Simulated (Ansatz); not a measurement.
# ClW: the cost of one run

Computed with Ansatz 0.2.0, Gaussian basis. Level: def2-TZVPP, core rule «outside noble gas», up to 9 orbitals frozen.

To be run: UHF; CCSD(T) on ROHF; CCSD(T) on UHF; CCSDT(Q) on ROHF; CCSDT(Q) on UHF; CASSCF and NEVPT2, 12 electrons in 10 orbitals.

3 further runs of the same task are left out: 1 for a known fault of the program, 2 set aside as unsound or not needed.

**1. The system**

The geometry is a PBE0/def2-TZVP stationary point (not a proven minimum). No spin-orbit coupling is included. Elements past krypton take def2 core potentials.

2 atoms, charge 1, spin multiplicity 3.

Atoms are counted from 1 here; the program's logs count them from 0.

Bond lengths: W1–Cl2 2.143 Å.

**2. UHF**

Contents of in.yaml:

```yaml
crystal:
  periodic: [false, false, false]
  atoms:
    - {symbol: W, position_ang: [0.000000, 0.000000, 0.000000]}
    - {symbol: Cl, position_ang: [0.000000, 0.000000, 2.142800]}
basis:
  gaussian: {orbitals: def2-TZVPP}
total_charge: 1
magnetization: {spin_polarized: true, initial_magnetization: 2}
hamiltonian: {xc: hf}
output: {orbitals: {seedname: orbitals}}
```

Started as:

```bash
ansatz run in.yaml --threads 1 --pin off --events-out ev --progress --plain --max-ram 4096MiB --backend cpu
```

**Question.** How long does this run take on 1 thread of AMD EPYC 7R13, shared host, and how much memory does it need?

About 22 s, with a peak of 0.26 GiB.
